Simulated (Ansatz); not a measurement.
# InNH₄ (SMILES [NH2][InH2]): energies and forces away from the minimum

How good are functionals off equilibrium? 4 randomly displaced structures are computed with CCSD(T) and cheaper methods.

Method: single points with forces in def2-TZVPP; program: Ansatz 0.2.0, Gaussian basis.

Levels: PBE-D4, r2SCAN-D4, PBE0-D4, wB97M-V, Hartree-Fock, MP2, CCSD, CCSD(T). Each coordinate is moved by a Gaussian draw of the width named (0.7 of it for atoms other than hydrogen): 0.12, 0.02, 0.12, 0.04 Å.

Correlated methods freeze the cores. Filled d shells of the heavier atoms are correlated. Core potentials replace the inner electrons past krypton, and spin-orbit coupling is left out.

11 further runs of the same task are left out: 11 set aside as unsound or not needed.

## 1. Starting geometry

The minimum, relaxed at PBE0-D4: SMILES `[NH2][InH2]`, 6 atoms, charge 0, spin multiplicity 1.

Atoms are counted from 1 here; the program's logs count them from 0.

Bond lengths: N1–In2 2.007 Å, N1–H3 1.006 Å, N1–H4 1.006 Å, In2–H5 1.712 Å, In2–H6 1.712 Å. Angles: In2–N1–H3 124.3°, In2–N1–H4 124.3°, H3–N1–H4 111.3°, N1–In2–H5 115.0°, N1–In2–H6 115.0°, H5–In2–H6 130.0°.

As a file:

```xyz
6
charge 0, multiplicity 1
N    -0.0922   -1.0605    0.0366
In    0.0953    0.9359   -0.0483
H    -0.5980   -1.5529    0.7534
H     0.3119   -1.6973   -0.6293
H     1.0125    1.5205   -1.3707
H    -0.6874    1.7903    1.2121
```

Energies of the minimum (eV), from earlier single points: PBE-D4 -6727.44560, r2SCAN-D4 -6730.38973, PBE0-D4 -6727.54314, B3LYP-D4 -6731.49690, wB97M-V -6727.04593, CCSD(T) -6708.78890.

## 2. Structure 1, width 0.12 Å

Input file ccsdt-tzvpp/in.yaml:

```yaml
crystal:
  periodic: [false, false, false]
  atoms:
    - {symbol: N, position_ang: [-0.150315, -1.207048, 0.122190]}
    - {symbol: In, position_ang: [0.110544, 0.979120, -0.008835]}
    - {symbol: H, position_ang: [-0.652346, -1.331707, 0.796341]}
    - {symbol: H, position_ang: [0.351269, -1.913084, -0.660721]}
    - {symbol: H, position_ang: [1.086675, 1.494604, -1.318985]}
    - {symbol: H, position_ang: [-0.769829, 1.681846, 1.259537]}
basis:
  gaussian: {orbitals: def2-TZVPP}
correlation: {method: ccsd_t}
output: {forces: true}
```

No record of the launch command was kept for these runs.

The program printed, cut to the lines that bear on the results:

```text
Functional definition: HF
  name "HF"
  cite "Fock, Z. Phys. 61, 126 (1930) doi:10.1007/BF01340294"
  parent pbe
[...]
979 factors; integrals over basis functions are off by at most 8.5e-4 eV
[...]
mean field -6691.86295529 eV, -245.9214276993 hartree, gradient 7.1e-6 eV, S^2 0.000000; 0 other end points of the search recorded, 0 dependent functions left out
5 core orbitals not correlated: weight in the atoms' cores, before any rotation towards them, 1.000 or more for the frozen orbitals, at most 0.000 for the correlated occupied ones
reference -6691.86295529 eV, -245.9214276993 hartree; 11, 11 occupied and 121, 121 virtual orbitals, 979 factors
second order -14.23148984 eV of doubles, -0.00000000 eV of singles
cycle   1  -14.09636842 eV  change    1.4e-1 eV  update   1.0e-1
[...]
cycle  12  -14.57015578 eV  change   -8.0e-6 eV  update   3.3e-6
perturbative correction -0.48974892 eV, -0.0179979408 hartree
[...]
working
Total energy: -6706.92285999 eV, -246.4748689892 hartree
Atom 0 at    -0.150315    -1.207048     0.122190 Å, force     9.819026     3.498301   -13.114243 eV/Å
Atom 1 at     0.110544     0.979120    -0.008835 Å, force    -0.041976    -2.382912    -0.244076 eV/Å
Atom 2 at    -0.652346    -1.331707     0.796341 Å, force    -7.135848    -3.594084     9.356714 eV/Å
Atom 3 at     0.351269    -1.913084    -0.660721 Å, force    -2.539845     2.335282     3.804704 eV/Å
Atom 4 at     1.086675     1.494604    -1.318985 Å, force    -0.094216     0.027259     0.153852 eV/Å
Atom 5 at    -0.769829     1.681846     1.259537 Å, force    -0.007141     0.116154     0.043049 eV/Å
Dipole moment:     0.042336     0.140654    -0.041535 e Å
```

Wall time 89 s (2 threads, shared host); peak memory 1.4 GiB.

The other levels were run on the same coordinates; their logs were not kept, and their results stand in the tables.

```tsv
method	RMS force component (eV/Å)	RMS error against CCSD(T) (eV/Å)	angle to CCSD(T) forces (°)	dipole (D)
PBE-D4	5.063	0.179	2.0	0.45
r2SCAN-D4	5.039	0.085	0.9	0.61
PBE0-D4	5.080	0.072	0.8	0.76
wB97M-V	5.052	0.054	0.5	0.88
CCSD(T)	5.078	reference	reference	0.73
```

## 3. Structure 2, width 0.02 Å

Input file ccsdt-tzvpp/in.yaml:

```yaml
crystal:
  periodic: [false, false, false]
  atoms:
    - {symbol: N, position_ang: [-0.057781, -1.052440, 0.044338]}
    - {symbol: In, position_ang: [0.106208, 0.926465, -0.046155]}
    - {symbol: H, position_ang: [-0.594807, -1.545623, 0.761365]}
    - {symbol: H, position_ang: [0.276441, -1.728198, -0.635566]}
    - {symbol: H, position_ang: [0.981441, 1.551230, -1.378292]}
    - {symbol: H, position_ang: [-0.712746, 1.803015, 1.213388]}
basis:
  gaussian: {orbitals: def2-TZVPP}
correlation: {method: ccsd_t}
output: {forces: true}
```

The program printed, cut to the lines that bear on the results:

```text
[... 4 set-up lines as earlier in the session ...]
[...]
981 factors; integrals over basis functions are off by at most 7.5e-4 eV
[...]
mean field -6693.80047985 eV, -245.9926304136 hartree, gradient 4.8e-6 eV, S^2 0.000000; 0 other end points of the search recorded, 0 dependent functions left out
5 core orbitals not correlated: weight in the atoms' cores, before any rotation towards them, 1.000 or more for the frozen orbitals, at most 0.000 for the correlated occupied ones
reference -6693.80047985 eV, -245.9926304136 hartree; 11, 11 occupied and 121, 121 virtual orbitals, 981 factors
second order -14.16010032 eV of doubles, -0.00000000 eV of singles
cycle   1  -14.05939970 eV  change    1.0e-1 eV  update   9.4e-2
[...]
cycle  11  -14.50314050 eV  change   -2.4e-6 eV  update   4.4e-6
perturbative correction -0.46387633 eV, -0.0170471408 hartree
[...]
working
Total energy: -6708.76749668 eV, -246.5426581371 hartree
Atom 0 at    -0.057781    -1.052440     0.044338 Å, force    -0.331403    -1.083810     0.314581 eV/Å
Atom 1 at     0.106208     0.926465    -0.046155 Å, force    -0.172041     0.586310     0.107078 eV/Å
Atom 2 at    -0.594807    -1.545623     0.761365 Å, force     0.329934     0.376990    -0.416062 eV/Å
Atom 3 at     0.276441    -1.728198    -0.635566 Å, force    -0.037044     0.352209     0.174769 eV/Å
Atom 4 at     0.981441     1.551230    -1.378292 Å, force     0.007069    -0.024704     0.051714 eV/Å
Atom 5 at    -0.712746     1.803015     1.213388 Å, force     0.203485    -0.206995    -0.232080 eV/Å
Dipole moment:    -0.014991    -0.120115    -0.004336 e Å
```

Run time: 90 s. Hardware: 2 threads, shared host; peak memory 1.4 GiB.

```tsv
method	RMS force component (eV/Å)	RMS error against CCSD(T) (eV/Å)	angle to CCSD(T) forces (°)	dipole (D)
PBE-D4	0.339	0.138	21.8	0.82
r2SCAN-D4	0.382	0.023	3.2	0.71
PBE0-D4	0.382	0.034	5.0	0.62
wB97M-V	0.396	0.029	2.4	0.56
CCSD(T)	0.372	reference	reference	0.58
```

## 4. Structure 3, width 0.12 Å

Input file ccsdt-tzvpp/in.yaml:

```yaml
crystal:
  periodic: [false, false, false]
  atoms:
    - {symbol: N, position_ang: [-0.180924, -1.143287, 0.082261]}
    - {symbol: In, position_ang: [0.037407, 0.977371, -0.048068]}
    - {symbol: H, position_ang: [-0.628494, -1.539862, 0.735377]}
    - {symbol: H, position_ang: [0.245244, -1.729347, -0.587972]}
    - {symbol: H, position_ang: [1.107049, 1.610740, -1.357781]}
    - {symbol: H, position_ang: [-0.924462, 1.679772, 1.232218]}
basis:
  gaussian: {orbitals: def2-TZVPP}
correlation: {method: ccsd_t}
output: {forces: true}
```

The program printed, cut to the lines that bear on the results:

```text
[... 4 set-up lines as earlier in the session ...]
[...]
973 factors; integrals over basis functions are off by at most 7.2e-4 eV
[...]
mean field -6693.24613686 eV, -245.9722586845 hartree, gradient 4.8e-6 eV, S^2 0.000000; 0 other end points of the search recorded, 0 dependent functions left out
5 core orbitals not correlated: weight in the atoms' cores, before any rotation towards them, 1.000 or more for the frozen orbitals, at most 0.000 for the correlated occupied ones
reference -6693.24613686 eV, -245.9722586845 hartree; 11, 11 occupied and 121, 121 virtual orbitals, 973 factors
second order -14.01125803 eV of doubles, -0.00000000 eV of singles
cycle   1  -13.95262804 eV  change    5.9e-2 eV  update   9.7e-2
[...]
cycle  11  -14.39763263 eV  change    2.4e-6 eV  update   6.8e-6
perturbative correction -0.46259571 eV, -0.0170000789 hartree
[...]
working
Total energy: -6708.10636520 eV, -246.5183620034 hartree
Atom 0 at    -0.180924    -1.143287     0.082261 Å, force     4.176313     6.382948    -5.866844 eV/Å
Atom 1 at     0.037407     0.977371    -0.048068 Å, force     0.054493    -1.402535    -0.124035 eV/Å
Atom 2 at    -0.628494    -1.539862     0.735377 Å, force    -4.157316    -3.842344     5.991242 eV/Å
Atom 3 at     0.245244    -1.729347    -0.587972 Å, force     0.287857    -0.704530    -0.404367 eV/Å
Atom 4 at     1.107049     1.610740    -1.357781 Å, force    -0.693302    -0.399852     0.810321 eV/Å
Atom 5 at    -0.924462     1.679772     1.232218 Å, force     0.331955    -0.033687    -0.406318 eV/Å
Dipole moment:     0.032781     0.056981    -0.034137 e Å
```

Wall time 88 s (2 threads, shared host); peak memory 1.4 GiB.

```tsv
method	RMS force component (eV/Å)	RMS error against CCSD(T) (eV/Å)	angle to CCSD(T) forces (°)	dipole (D)
PBE-D4	3.037	0.158	3.0	0.18
r2SCAN-D4	2.984	0.068	1.0	0.24
PBE0-D4	3.004	0.045	0.7	0.34
wB97M-V	2.997	0.042	0.6	0.42
CCSD(T)	3.026	reference	reference	0.36
```

## 5. Structure 4, width 0.04 Å

Input file ccsdt-tzvpp/in.yaml:

```yaml
crystal:
  periodic: [false, false, false]
  atoms:
    - {symbol: N, position_ang: [-0.136266, -1.066789, 0.037258]}
    - {symbol: In, position_ang: [0.133865, 0.938769, -0.061236]}
    - {symbol: H, position_ang: [-0.547790, -1.541310, 0.775600]}
    - {symbol: H, position_ang: [0.230706, -1.650703, -0.593615]}
    - {symbol: H, position_ang: [0.995395, 1.570269, -1.385604]}
    - {symbol: H, position_ang: [-0.679285, 1.794091, 1.244854]}
basis:
  gaussian: {orbitals: def2-TZVPP}
correlation: {method: ccsd_t}
output: {forces: true}
```

The program printed, cut to the lines that bear on the results:

```text
[... 4 set-up lines as earlier in the session ...]
[...]
977 factors; integrals over basis functions are off by at most 7.0e-4 eV
[...]
mean field -6693.70895277 eV, -245.9892668554 hartree, gradient 5.0e-6 eV, S^2 0.000000; 0 other end points of the search recorded, 0 dependent functions left out
5 core orbitals not correlated: weight in the atoms' cores, before any rotation towards them, 1.000 or more for the frozen orbitals, at most 0.000 for the correlated occupied ones
reference -6693.70895277 eV, -245.9892668554 hartree; 11, 11 occupied and 121, 121 virtual orbitals, 977 factors
second order -14.06972955 eV of doubles, -0.00000000 eV of singles
cycle   1  -13.99829254 eV  change    7.1e-2 eV  update   9.3e-2
[...]
cycle  11  -14.42730837 eV  change   -9.3e-7 eV  update   4.6e-6
perturbative correction -0.45366994 eV, -0.0166720628 hartree
[...]
working
Total energy: -6708.58993108 eV, -246.5361327218 hartree
Atom 0 at    -0.136266    -1.066789     0.037258 Å, force    -0.666548     3.807623     1.204252 eV/Å
Atom 1 at     0.133865     0.938769    -0.061236 Å, force    -0.500079    -0.070417     0.569633 eV/Å
Atom 2 at    -0.547790    -1.541310     0.775600 Å, force    -0.837697    -0.821234     1.465312 eV/Å
Atom 3 at     0.230706    -1.650703    -0.593615 Å, force     1.645757    -2.638326    -2.793625 eV/Å
Atom 4 at     0.995395     1.570269    -1.385604 Å, force     0.044448    -0.031084    -0.035270 eV/Å
Atom 5 at    -0.679285     1.794091     1.244854 Å, force     0.314119    -0.246562    -0.410302 eV/Å
Dipole moment:     0.062814    -0.083939    -0.017006 e Å
```

Wall time 87 s (2 threads, shared host); peak memory 1.4 GiB.

```tsv
method	RMS force component (eV/Å)	RMS error against CCSD(T) (eV/Å)	angle to CCSD(T) forces (°)	dipole (D)
PBE-D4	1.528	0.140	4.7	0.70
r2SCAN-D4	1.439	0.040	1.4	0.61
PBE0-D4	1.440	0.032	1.0	0.53
wB97M-V	1.433	0.031	0.7	0.50
CCSD(T)	1.459	reference	reference	0.51
```

## 6. All structures together

Energy above the minimum (kJ/mol):

```tsv
structure	width (Å)	PBE-D4	r2SCAN-D4	PBE0-D4	wB97M-V	Hartree-Fock	MP2	CCSD	CCSD(T)
1	0.12	168.4	175.5	178.7	179.1	189.9	182.5	182.7	180.0
2	0.02	1.6	2.3	2.1	2.3	2.9	2.5	2.2	2.1
3	0.12	62.1	63.6	64.1	65.5	56.4	70.3	65.9	65.9
4	0.04	21.4	19.0	18.6	18.7	11.8	20.0	18.3	19.2
```

What each level costs and misses (shared host):

```tsv
method	mean energy error from CCSD(T) (kJ/mol)	mean time a point
PBE-D4	4.5	1.4 s
r2SCAN-D4	1.8	2.8 s
PBE0-D4	0.9	1.8 s
wB97M-V	0.5	6.1 s
Hartree-Fock	6.9	part of the CCSD(T) run
MP2	2.0	part of the CCSD(T) run
CCSD	0.9	part of the CCSD(T) run
CCSD(T)	0	88 s
```

For cost: wB97M-V comes within 0.5 kJ/mol at 6.1 s a point, where CCSD(T) needs 88 s.

## 7. What came out

| quantity | value |
| --- | --- |
| energy above the minimum, CCSD(T) | 180.0, 2.1, 65.9, 19.2 kJ/mol |
| mean energy error | PBE-D4 4.5, r2SCAN-D4 1.8, PBE0-D4 0.9, wB97M-V 0.5, Hartree-Fock 6.9, MP2 2.0, CCSD 0.9 kJ/mol |
| mean RMS force error | PBE-D4 0.154, r2SCAN-D4 0.054, PBE0-D4 0.046, wB97M-V 0.039 eV/Å |
| largest T1 diagnostic | 0.018 |

wB97M-V gives the best energies and Hartree-Fock the worst. For forces wB97M-V is best, off by 2 % of the typical force, and PBE-D4 worst (6 %); with few structures and a triple-zeta reference, gaps of a few points rank nothing.
